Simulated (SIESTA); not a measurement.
# La3AlN (Pm-3m) in SIESTA: reference runs, part 2 of 2

SIESTA 5.4.2. Earlier steps stand in the parts before.

**3. Single point, PBEsol (atoms moved at random, drawn with an rms of 0.05 Å)**

Contents of La3AlN.fdf:

```
SystemName                      La3AlN
SystemLabel                     La3AlN
NumberOfSpecies                 3
NumberOfAtoms                   5
%block ChemicalSpeciesLabel
  1  57 La
  2  13 Al
  3   7 N
%endblock ChemicalSpeciesLabel

LatticeConstant                 1.0 Ang
%block LatticeVectors
     5.0975180767     0.0000000000     0.0000000000
     0.0000000000     5.0975180767     0.0000000000
     0.0000000000     0.0000000000     5.0975180767
%endblock LatticeVectors
AtomicCoordinatesFormat         Fractional
%block AtomicCoordinatesAndAtomicSpecies
     0.4988100000     0.0009420000     0.4974780000  1  La
     0.0000110000     0.4987500000     0.5074790000  1  La
     0.5042280000     0.4880830000    -0.0014600000  1  La
    -0.0055330000     0.0030050000     0.0062440000  2  Al
     0.5032410000     0.5128120000     0.4962930000  3  N
%endblock AtomicCoordinatesAndAtomicSpecies

%block kgrid.MonkhorstPack
    5   0   0  0.0
    0   5   0  0.0
    0   0   5  0.0
%endblock kgrid.MonkhorstPack
XC.Functional                   GGA
XC.Authors                      PBEsol
PAO.BasisSize                   DZP
PAO.EnergyShift                 0.003 Ry
Mesh.Cutoff                     800 Ry
OccupationFunction              FD
ElectronicTemperature           0.05 eV
MaxSCFIterations                120
SCF.MustConverge                false
SCF.Mixer.Method                Pulay
SCF.Mixer.Weight                0.25
SCF.Mixer.History               8
SCF.DM.Tolerance                5.0e-05
SCF.H.Tolerance                 1.0e-03 eV
WriteForces                     true
Charge.Mulliken                 end
%block PAO.Basis
  La 5
  n=5 0 2
    4.181 0.000
  n=6 0 2
    9.500 0.000
  n=5 1 2
    4.927 0.000
  n=6 1 1
    9.500
  n=5 2 2
    8.463 0.000
%endblock PAO.Basis
```

Potentials or basis: PseudoDojo 0.4 standard (PBEsol files), DZP (energy shift 0.003 Ry; two zetas on semicore shells).

Launch:

```bash
$ siesta < La3AlN.fdf > La3AlN.out 2>&1
```

La3AlN.out:

```text
Version         : 5.4.2

[... 6 lines left out ...]
 NOTE: Please see the manual for full details and compatibility measures.

reinit: Reading from standard input
reinit: Dumping input in INPUT_TMP.10054
************************** Dump of input data file ****************************
SystemName                      La3AlN
SystemLabel                     La3AlN
NumberOfSpecies                 3
NumberOfAtoms                   5
%block ChemicalSpeciesLabel
  1  57 La
  2  13 Al
  3   7 N
%endblock ChemicalSpeciesLabel
LatticeConstant                 1.0 Ang
%block LatticeVectors
     5.0975180767     0.0000000000     0.0000000000
     0.0000000000     5.0975180767     0.0000000000
     0.0000000000     0.0000000000     5.0975180767
%endblock LatticeVectors
AtomicCoordinatesFormat         Fractional
%block AtomicCoordinatesAndAtomicSpecies
     0.4988100000     0.0009420000     0.4974780000  1  La
     0.0000110000     0.4987500000     0.5074790000  1  La
     0.5042280000     0.4880830000    -0.0014600000  1  La
    -0.0055330000     0.0030050000     0.0062440000  2  Al
     0.5032410000     0.5128120000     0.4962930000  3  N
%endblock AtomicCoordinatesAndAtomicSpecies
%block kgrid.MonkhorstPack
    5   0   0  0.0
    0   5   0  0.0
    0   0   5  0.0
%endblock kgrid.MonkhorstPack
XC.Functional                   GGA
XC.Authors                      PBEsol
PAO.BasisSize                   DZP
PAO.EnergyShift                 0.003 Ry
Mesh.Cutoff                     800 Ry
OccupationFunction              FD
ElectronicTemperature           0.05 eV
MaxSCFIterations                120
SCF.MustConverge                false
[... 871 lines left out ...]
siesta:      5   -0.107536   -0.482998    0.133686
siesta: ----------------------------------------
siesta:    Tot    0.001059    0.001858   -0.001052

siesta: Stress tensor (static) (eV/Ang**3):
siesta:    -0.009075    0.000197    0.000114
siesta:     0.000197   -0.009919    0.000082
siesta:     0.000114    0.000082   -0.008539

siesta: Cell volume =        132.457430 Ang**3

siesta: Pressure (static):
siesta:                Solid            Molecule  Units
siesta:           0.00009996          0.00011763  Ry/Bohr**3
siesta:           0.00917764          0.01080044  eV/Ang**3
siesta:          14.70420320         17.30421026  kBar

Basis Enthalpy Calculation:
    Basis Pressure for species 1(La) :      0.2000000 GPa
    Basis Pressure for species 2(Al) :      0.2000000 GPa
    Basis Pressure for species 3(N) :      0.2000000 GPa

    Orbital volume contribution        =           9.451088 eV
    (Free)E + p_basis*V_orbitals       =       -3203.081885 eV
    (Free)Eharris+ p_basis*V_orbitals  =       -3203.081883 eV

mulliken: Atomic and Orbital Populations:

Species: La
Atom  Qatom  Qorb
               5s      5s      6s      6s      5py     5pz     5px     5py
               5pz     5px     6py     6pz     6px     5dxy    5dyz    5dz2
               5dxz    5dx2-y2 5dxy    5dyz    5dz2    5dxz    5dx2-y2
   1 10.440   1.781   0.050   0.251   0.156   1.906   1.896   1.896   0.024
              0.061   0.061   0.118   0.132   0.133   0.357   0.351   0.322

              0.669   0.388   0.002   0.003   0.003  -0.108  -0.012
   2 10.439   1.781   0.050   0.251   0.155   1.896   1.896   1.906   0.062
              0.062   0.025   0.133   0.132   0.118   0.356   0.669   0.321

              0.356   0.387   0.001  -0.109   0.003   0.001  -0.013
   3 10.438   1.781   0.050   0.252   0.156   1.896   1.905   1.896   0.061
              0.025   0.061   0.134   0.118   0.133   0.662   0.346   0.417

              0.359   0.290  -0.103   0.005  -0.018   0.001   0.010

Species: Al
Atom  Qatom  Qorb
               3s      3s      3py     3pz     3px     3py     3pz     3px
               3Pdxy   3Pdyz   3Pdz2   3Pdxz   3Pdx2-y2
   4  3.547   1.360  -0.006   0.538   0.536   0.535   0.129   0.131   0.132
              0.032   0.032   0.048   0.032   0.048

Species: N
Atom  Qatom  Qorb
               2s      2s      2py     2pz     2px     2py     2pz     2px
               3Pdxy   3Pdyz   3Pdz2   3Pdxz   3Pdx2-y2
   5  6.137   1.980  -0.193   1.897   1.893   1.895  -0.461  -0.460  -0.461
              0.011   0.011   0.008   0.011   0.008

mulliken: Qtot =       41.000

Mulliken Atomic Populations:
Atom #   charge [q] valence [e]  Species
     1     0.560328   10.439672  La
     2     0.561405   10.438595  La
     3     0.562376   10.437624  La
     4    -0.547491    3.547491  Al
     5    -1.136619    6.136619  N
 Total    -0.000000

Job completed
```

It took 4.3 min on 1 thread of AMD EPYC 7R43 (Zen 3), shared host; peak memory 0.89 GiB.

What came out:

| Item | Value |
| --- | --- |
| Free energy | -3212.5330 eV |
| Pressure | 1.5 GPa |
| Largest force | 0.513 eV/Å |
| Band gap on the k mesh | none (metal or under the smearing width) |

Forces on the atoms (eV/Å):
```
La   0.008  0.012 -0.010
La   0.115  0.160 -0.173
La  -0.084  0.332  0.111
Al   0.070 -0.019 -0.063
N   -0.108 -0.483  0.134
```

Levels at points of the mesh, in eV from the Fermi level:
```
           k point  band 17  band 18  band 19  band 20  band 21  band 22  band 23  band 24
(0.00, 0.00, 0.00)    -1.14    -1.11    -1.04    -0.98    -0.73    -0.66     1.44     1.44
```

Caveat: the basis of atomic orbitals isn't converged, which shifts pressures, moduli and gaps. Spin-orbit coupling is left out, which matters for the levels of La.

**4. Single point, PBEsol, 24.90 Å³/atom**

Edit La3AlN.fdf of step 3 so:

```diff
@@ -12,5 +12,5 @@
 %block LatticeVectors
-     5.0975180767     0.0000000000     0.0000000000
-     0.0000000000     5.0975180767     0.0000000000
-     0.0000000000     0.0000000000     5.0975180767
+     4.9934578969     0.0000000000     0.0000000000
+     0.0000000000     4.9934578969     0.0000000000
+     0.0000000000     0.0000000000     4.9934578969
 %endblock LatticeVectors
@@ -18,7 +18,7 @@
 %block AtomicCoordinatesAndAtomicSpecies
-     0.4988100000     0.0009420000     0.4974780000  1  La
-     0.0000110000     0.4987500000     0.5074790000  1  La
-     0.5042280000     0.4880830000    -0.0014600000  1  La
-    -0.0055330000     0.0030050000     0.0062440000  2  Al
-     0.5032410000     0.5128120000     0.4962930000  3  N
+     0.5000000000     0.0000000000     0.5000000000  1  La
+     0.0000000000     0.5000000000     0.5000000000  1  La
+     0.5000000000     0.5000000000     0.0000000000  1  La
+     0.0000000000     0.0000000000     0.0000000000  2  Al
+     0.5000000000     0.5000000000     0.5000000000  3  N
 %endblock AtomicCoordinatesAndAtomicSpecies
```

Launch:

```bash
$ siesta < La3AlN.fdf > La3AlN.out 2>&1
```

It took 5.5 min on 1 thread of AMD EPYC 7R43 (Zen 3), shared host; peak memory 0.92 GiB.

It converged, with:

```yaml
Free_energy: -3212.3713 eV
Pressure: 6.7 GPa
Band_gap_on_the_k_mesh: none (metal or under the smearing width)
```

Caveat: the basis of atomic orbitals isn't converged, which shifts pressures, moduli and gaps.

**5. Single point, PBEsol, 25.43 Å³/atom**

Edit La3AlN.fdf of step 4 so:

```diff
@@ -12,5 +12,5 @@
 %block LatticeVectors
-     4.9934578969     0.0000000000     0.0000000000
-     0.0000000000     4.9934578969     0.0000000000
-     0.0000000000     0.0000000000     4.9934578969
+     5.0286242520     0.0000000000     0.0000000000
+     0.0000000000     5.0286242520     0.0000000000
+     0.0000000000     0.0000000000     5.0286242520
 %endblock LatticeVectors
```

Launch:

```bash
$ siesta < La3AlN.fdf > La3AlN.out 2>&1
```

Run time: 4.7 min. Hardware: 1 thread of AMD EPYC 7R43 (Zen 3), shared host; peak memory 0.92 GiB.

Results (log left out):

* Free energy: -3212.4668 eV
* Pressure: 4.9 GPa
* Band gap on the k mesh: none (metal or under the smearing width)

Caveat: the basis of atomic orbitals isn't converged, which shifts pressures, moduli and gaps.

**6. Single point, PBEsol, 25.96 Å³/atom**

Edit La3AlN.fdf of step 5 so:

```diff
@@ -12,5 +12,5 @@
 %block LatticeVectors
-     5.0286242520     0.0000000000     0.0000000000
-     0.0000000000     5.0286242520     0.0000000000
-     0.0000000000     0.0000000000     5.0286242520
+     5.0633055151     0.0000000000     0.0000000000
+     0.0000000000     5.0633055151     0.0000000000
+     0.0000000000     0.0000000000     5.0633055151
 %endblock LatticeVectors
```

Potentials or basis: PseudoDojo 0.4 standard (PBEsol files), DZP (energy shift 0.003 Ry; two zetas on semicore shells).

Launch:

```bash
$ siesta La3AlN.fdf > La3AlN.out 2>&1
```

Wall time 5.6 min (1 thread of AMD EPYC 7R43 (Zen 3), shared host); peak memory 0.9 GiB.

Results (log left out):

```
Free energy            : -3212.5317 eV
Pressure               : 3.0 GPa
Band gap on the k mesh : none (metal or under the smearing width)
```

Caveat: the basis of atomic orbitals isn't converged, which shifts pressures, moduli and gaps.

**7. Single point, PBEsol, 27.02 Å³/atom**

Edit La3AlN.fdf of step 6 so:

```diff
@@ -12,5 +12,5 @@
 %block LatticeVectors
-     5.0633055151     0.0000000000     0.0000000000
-     0.0000000000     5.0633055151     0.0000000000
-     0.0000000000     0.0000000000     5.0633055151
+     5.1312774584     0.0000000000     0.0000000000
+     0.0000000000     5.1312774584     0.0000000000
+     0.0000000000     0.0000000000     5.1312774584
 %endblock LatticeVectors
```

Launch:

```bash
$ siesta < La3AlN.fdf > La3AlN.out 2>&1
```

Run time: 5.6 min. Hardware: 1 thread of AMD EPYC 7R43 (Zen 3), shared host; peak memory 0.87 GiB.

Results (log left out):

- Free energy: -3212.5800 eV
- Pressure: 0.1 GPa
- Band gap on the k mesh: none (metal or under the smearing width)

Caveat: the basis of atomic orbitals isn't converged, which shifts pressures, moduli and gaps.

**8. Single point, PBEsol, 27.55 Å³/atom**

Edit La3AlN.fdf of step 7 so:

```diff
@@ -12,5 +12,5 @@
 %block LatticeVectors
-     5.1312774584     0.0000000000     0.0000000000
-     0.0000000000     5.1312774584     0.0000000000
-     0.0000000000     0.0000000000     5.1312774584
+     5.1645983756     0.0000000000     0.0000000000
+     0.0000000000     5.1645983756     0.0000000000
+     0.0000000000     0.0000000000     5.1645983756
 %endblock LatticeVectors
```

Launch:

```bash
$ siesta < La3AlN.fdf > La3AlN.out 2>&1
```

It took 5.5 min on 1 thread of AMD EPYC 7R43 (Zen 3), shared host; peak memory 0.86 GiB.

It converged, with:

| Property | Result |
| --- | --- |
| Free energy | -3212.5692 eV |
| Pressure | -1.3 GPa |
| Band gap on the k mesh | none (metal or under the smearing width) |

Caveat: the basis of atomic orbitals isn't converged, which shifts pressures, moduli and gaps.

**9. Single point, PBEsol, 28.08 Å³/atom**

Edit La3AlN.fdf of step 8 so:

```diff
@@ -12,5 +12,5 @@
 %block LatticeVectors
-     5.1645983756     0.0000000000     0.0000000000
-     0.0000000000     5.1645983756     0.0000000000
-     0.0000000000     0.0000000000     5.1645983756
+     5.1974947935     0.0000000000     0.0000000000
+     0.0000000000     5.1974947935     0.0000000000
+     0.0000000000     0.0000000000     5.1974947935
 %endblock LatticeVectors
```

Potentials or basis: PseudoDojo 0.4 standard (PBEsol files), DZP (energy shift 0.003 Ry; two zetas on semicore shells).

Launch:

```bash
$ siesta La3AlN.fdf > La3AlN.out 2>&1
```

It took 5.2 min on 1 thread of AMD EPYC 7R43 (Zen 3), shared host; peak memory 0.85 GiB.

The run converged. Its results:

- Free energy: -3212.5369 eV
- Pressure: -2.5 GPa
- Band gap on the k mesh: none (metal or under the smearing width)

Caveat: the basis of atomic orbitals isn't converged, which shifts pressures, moduli and gaps.

**10. Equation of state, PBEsol**

Potentials or basis: PseudoDojo 0.4 standard (PBEsol files), DZP (energy shift 0.003 Ry; two zetas on semicore shells).

No new run: the results of the series are fitted here.

What came out:

* Equilibrium volume: 27.02 Å³/atom
* Bulk modulus: 70 GPa
* Pressure derivative of the bulk modulus: 4.0 (rough: it moves with the points fitted)

Energy against volume, from the lowest point:
```
volume (Å³/atom)  energy (meV/atom)
          24.902              41.74
          25.432              22.64
          25.962               9.66
          26.491               2.43
          27.021               0.00
          27.551               2.16
          28.081               8.61
```

Caveat: the basis of atomic orbitals isn't converged, which shifts pressures, moduli and gaps. The run has no spin-orbit coupling, so splittings on La are missing.

**11. Overview**

```csv
task,cell,gap on the mesh (eV),pressure (GPa)
single point,as given,none,1.4
single point,"atoms moved at random, drawn with an rms of 0.05 Å",none,1.5
equation of state,as given,-,-
```

Alike in all rows: level PBEsol; potentials or basis PseudoDojo 0.4 standard (PBEsol files), DZP (energy shift 0.003 Ry; two zetas on semicore shells); no spin polarisation; k mesh 5 × 5 × 5; smearing fermi-dirac 0.05 eV; grid cutoff 800 Ry; energy shift 0.003 Ry.

Caveats: the basis of atomic orbitals isn't converged, which shifts pressures, moduli and gaps.

Absolute energies hang on the potentials; compare differences alone.
